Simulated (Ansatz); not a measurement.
# GaN (wurtzite type): maximally localised Wannier functions

Where do the localised orbitals of GaN (wurtzite type) sit, how far are they spread, and how do the settings change that? Plan: PBE, anion s p, 6×6×4; PBE, anion s p, 6×6×2; PBE, anion s p, 12×12×4; PBE, anion p, 6×6×4; PBE, cation s and anion p, disentangled, 6×6×4; r2SCAN, anion s p, 6×6×4; r2SCAN, anion p, 6×6×4; r2SCAN, cation s and anion p, disentangled, 6×6×4; HSE06, anion s p, 6×6×4; HSE06, anion p, 6×6×4 (level, trial orbitals, Wannier mesh).

Computed with Ansatz 0.2.0 (plane waves, PAW, unless a step's input says otherwise).

1 further run of the same task is left out (it didn't finish).

## Step 1: The structure to begin with

It takes space group P6_3mc (No. 186, hexagonal). The conventional cell has a = 3.183 Å, b = 3.183 Å, c = 5.184 Å, α = 90.00°, β = 90.00°, γ = 120.00°. Around Ga (site symmetry 3m) lie 4 N at 1.95 Å. Around N (site symmetry 3m) lie 4 Ga at 1.95 Å.

As a file:

```cif
data_structure
_symmetry_space_group_name_H-M 'P6_3mc'
_symmetry_Int_Tables_number 186
_cell_length_a 3.1831
_cell_length_b 3.1831
_cell_length_c 5.1836
_cell_angle_alpha 90.000
_cell_angle_beta 90.000
_cell_angle_gamma 120.000
_cell_volume 45.49
loop_
_atom_site_label
_atom_site_type_symbol
_atom_site_symmetry_multiplicity
_atom_site_Wyckoff_symbol
_atom_site_fract_x
_atom_site_fract_y
_atom_site_fract_z
_atom_site_occupancy
Ga1 Ga 2 b 0.33333 0.66667 0.99911 1
N1 N 2 b 0.33333 0.66667 0.37589 1
```

Cell and atoms come from an earlier r2SCAN relaxation.

## Step 2: PBE, anion s p, 6×6×4

input.yaml

```yaml
crystal:
  lattice:
    - [3.1831494038, 0.0, 0.0]
    - [-1.5915747019, 2.7566882477, 0.0]
    - [0.0, 0.0, 5.1836255107]
  atoms:
    - { symbol: Ga, position: [0.3333333333, 0.6666666667, -0.0008868064] }
    - { symbol: Ga, position: [0.6666666667, 0.3333333333, 0.4991131936] }
    - { symbol: "N", position: [0.3333333333, 0.6666666667, 0.3758868064] }
    - { symbol: "N", position: [0.6666666667, 0.3333333333, 0.8758868064] }
kpoints:
  mp_grid: { grid: [9, 9, 4] }
  band_path:
    path:
      - [[0.0, 0.0, 0.0], [0.5, 6.637317568321e-17, -3.923220319664e-19], [0.3333333333333, 0.3333333333333, -7.846440639327e-19], [0.0, 0.0, 0.0], [7.428269403092e-51, 1.091957918323e-35, 0.5], [0.5, 6.626224462031e-17, 0.5], [0.3333333333333, 0.3333333333333, 0.5], [7.428269403092e-51, 1.091957918323e-35, 0.5]]
      - [[0.5, 6.626224462031e-17, 0.5], [0.5, 6.637317568321e-17, -3.923220319664e-19]]
      - [[0.3333333333333, 0.3333333333333, 0.5], [0.3333333333333, 0.3333333333333, -7.846440639327e-19]]
    npoints: 10
hamiltonian:
  xc: pbe
scf:
  occupations: { method: fixed }
  n_extra_bands: 6
output:
  forces: false
  stress: false
  eigenvalues: true
  wannier:
    kmesh: [6, 6, 4]
    projections: [{ species: "N", l: s, shell: 2 }, { species: "N", l: p, shell: 2 }]
    minimise: true
    write_hr: true
    conv_tol: 1.0e-08
    max_iter: 3000
```

Run with:

```
ansatz run input.yaml --threads 4 --pin off --max-ram 3686MiB --backend cpu --events-out ev --progress --plain --runs-dir out
```

The runs that follow: PBE, anion s p, 6×6×2; PBE, anion s p, 12×12×4; PBE, anion p, 6×6×4; PBE, cation s and anion p, disentangled, 6×6×4; r2SCAN, anion s p, 6×6×4; r2SCAN, anion p, 6×6×4; r2SCAN, cation s and anion p, disentangled, 6×6×4; HSE06, anion s p, 6×6×4; HSE06, anion p, 6×6×4.

**Question.** What will the summary of the whole plan be? Wanted: total spread, PBE, anion s p, 6×6×4; total spread, PBE, anion s p, 6×6×2; total spread, PBE, anion s p, 12×12×4; total spread, PBE, anion p, 6×6×4; total spread, PBE, cation s and anion p, disentangled, 6×6×4; total spread, r2SCAN, anion s p, 6×6×4; total spread, r2SCAN, anion p, 6×6×4; total spread, r2SCAN, cation s and anion p, disentangled, 6×6×4; total spread, HSE06, anion s p, 6×6×4.

The runs gave:

```
                                                       quantity                                 value
                            total spread, PBE, anion s p, 6×6×4             12.43 Å² over 8 functions
                            total spread, PBE, anion s p, 6×6×2             11.89 Å² over 8 functions
                          total spread, PBE, anion s p, 12×12×4             12.91 Å² over 8 functions
                              total spread, PBE, anion p, 6×6×4              9.67 Å² over 6 functions
   total spread, PBE, cation s and anion p, disentangled, 6×6×4             12.24 Å² over 8 functions
                         total spread, r2SCAN, anion s p, 6×6×4             11.68 Å² over 8 functions
                           total spread, r2SCAN, anion p, 6×6×4              9.38 Å² over 6 functions
total spread, r2SCAN, cation s and anion p, disentangled, 6×6×4             12.18 Å² over 8 functions
                          total spread, HSE06, anion s p, 6×6×4             12.90 Å² over 8 functions
                            total spread, HSE06, anion p, 6×6×4              9.10 Å² over 6 functions
                                       centres of the first set  0.35 to 0.36 Å from the nearest atom
```

In words: With PBE, anion s p, 6×6×4 the 8 functions move off the atoms, with a mean spread of 1.55 Å²; 97 % of the total is gauge invariant. The total spread goes from 11.89 Å² on 6×6×2 to 12.91 Å² on 12×12×4: finite differences in k understate it on coarse meshes, while the largest miss of a band goes from 0.32 to 0.06 eV. On one set and mesh the functional gives 12.43 (PBE), 11.68 (r2SCAN), 12.90 (HSE06) Å². The disentangled models miss some band by up to 1.6 eV, which may lie outside their frozen windows.
